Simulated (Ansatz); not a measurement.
# F₃GaH₂Se: up Jacob's ladder to CCSD(T)

How much do the methods differ for F₃GaH₂Se? The plan is to run it at one geometry with functionals of several rungs and with coupled cluster. The yardstick is the atomisation energy at the CCSD(T) limit.

Computed with Ansatz 0.2.0, Gaussian basis. Level: functionals in def2-TZVPP, the program's frozen cores in correlated methods.

Levels to be run: LDA (SPW92), PBE-D4, revPBE-D4, BLYP-D4, r2SCAN-D4, B97M-V, PBE0-D4, B3LYP-D4, r2SCANh-D4, r2SCAN0-D4, HSE06-D4, BHLYP-D4, CAM-B3LYP-D4, LC-ωPBE, ωB97X-V, ωB97M-V, B2PLYP, PBE-QIDH; CCSD(T)/def2-SVP; CCSD(T)/def2-TZVPP; MP2/def2-QZVPP; extrapolation to the limit; RPA on PBE.

## 1. The geometry

An earlier PBE0-D4 in a triple-zeta def2 set relaxation fixed the geometry.

SMILES `[F][Ga-]([F])([F])[SeH2+]`, 7 atoms, charge 0, spin multiplicity 1.

Atoms are counted from 1 here; the program's logs count them from 0.

Bond lengths: F1–Ga2 1.750 Å, Ga2–F3 1.752 Å, Ga2–F4 1.750 Å, Ga2–Se5 2.597 Å, Se5–H6 1.470 Å, Se5–H7 1.470 Å. Angles: F1–Ga2–F3 117.0°, F1–Ga2–F4 118.5°, F1–Ga2–Se5 99.0°, F3–Ga2–F4 117.0°, F3–Ga2–Se5 99.6°, F4–Ga2–Se5 99.1°, Ga2–Se5–H6 92.5°, Ga2–Se5–H7 92.6°, H6–Se5–H7 91.5°.

## 2. LDA

This LDA is Slater exchange with PW92 correlation.

File in.yaml:

```yaml
crystal:
  periodic: [false, false, false]
  atoms:
    - {symbol: F, position_ang: [0.482212, -1.068473, 1.960623]}
    - {symbol: Ga, position_ang: [0.288619, -0.999074, 0.223095]}
    - {symbol: F, position_ang: [-1.298327, -1.378328, -0.415243]}
    - {symbol: F, position_ang: [1.663539, -1.389892, -0.785689]}
    - {symbol: Se, position_ang: [0.273374, 1.579953, -0.080909]}
    - {symbol: H, position_ang: [-1.073841, 1.704747, 0.494192]}
    - {symbol: H, position_ang: [-0.274376, 1.483068, -1.441769]}
basis:
  gaussian: {orbitals: def2-TZVPP}
hamiltonian: {xc: lda}
output: {orbitals: {seedname: orbitals}}
```

The runs that follow: PBE-D4 (GGA); revPBE-D4 (GGA); BLYP-D4 (GGA); r2SCAN-D4 (meta-GGA); B97M-V (meta-GGA); PBE0-D4 (hybrid); B3LYP-D4 (hybrid); r2SCANh-D4 (hybrid); r2SCAN0-D4 (hybrid); HSE06-D4 (hybrid); BHLYP-D4 (hybrid); CAM-B3LYP-D4 (range-separated); LC-ωPBE (range-separated); ωB97X-V (range-separated); ωB97M-V (range-separated); B2PLYP (double hybrid); PBE-QIDH (double hybrid); CCSD(T) in def2-SVP; CCSD(T) in def2-TZVPP; MP2 in def2-QZVPP; RPA on PBE orbitals.

Q: Predict the results of all the runs planned. Wanted: atomisation energy, CCSD(T)/CBS; farthest beyond LDA; mean size of error, GGA; mean size of error, meta-GGA; mean size of error, hybrid; mean size of error, range-separated; mean size of error, double hybrid; gap, smallest and largest; T1 diagnostic.

As calculated:

| quantity | value |
| --- | --- |
| atomisation energy, CCSD(T)/CBS | 22.833 eV |
| functionals within 0.228 eV (1.0 %) | PBE-D4, r2SCAN-D4, ωB97X-V |
| farthest beyond LDA | BHLYP-D4 (-1.652 eV) |
| mean size of error, GGA | 0.426 eV |
| mean size of error, meta-GGA | 0.230 eV |
| mean size of error, hybrid | 0.846 eV |
| mean size of error, range-separated | 0.343 eV |
| mean size of error, double hybrid | 0.567 eV |
| gap, smallest and largest | 5.63 eV (BLYP-D4), 13.03 eV (LC-ωPBE) |
| T1 diagnostic | 0.0125 |
| triples share of the correlation energy | 3.1 % |

**Reading.** The LDA atomisation energy is off by 3.712 eV (16 %): it overbinds. PBE-D4 misses by +0.066 eV. Double hybrids carry the basis error of their MP2 part in triple zeta, and no dispersion term here, so their miss is partly the set-up's. Taken by rung, meta-GGA functionals do best (0.230 eV on average) and hybrid ones worst beyond LDA (0.846 eV). The gap between the best rungs is small, so their order is not settled. The mean of the hybrids holds BHLYP, with half exact exchange. Misses under about 0.228 eV are within the doubt on the reference itself, which lacks core-valence correlation, relativity and higher excitations, and its outer-core shells are covered unevenly. All levels share the lack of spin-orbit coupling, which lowers the free heavy atoms and so the true binding. Hartree-Fock recovers 68 % of the binding; the rest is correlation. CCSD(T) in def2-SVP is off by -1.574 eV, so the small basis spoils what the method gains. The gap grows from 5.6 to 13.0 eV across the functionals, mostly with the share of exact exchange. Correlated methods include outer-core shells of Ga, Se, which these sets cover unevenly.
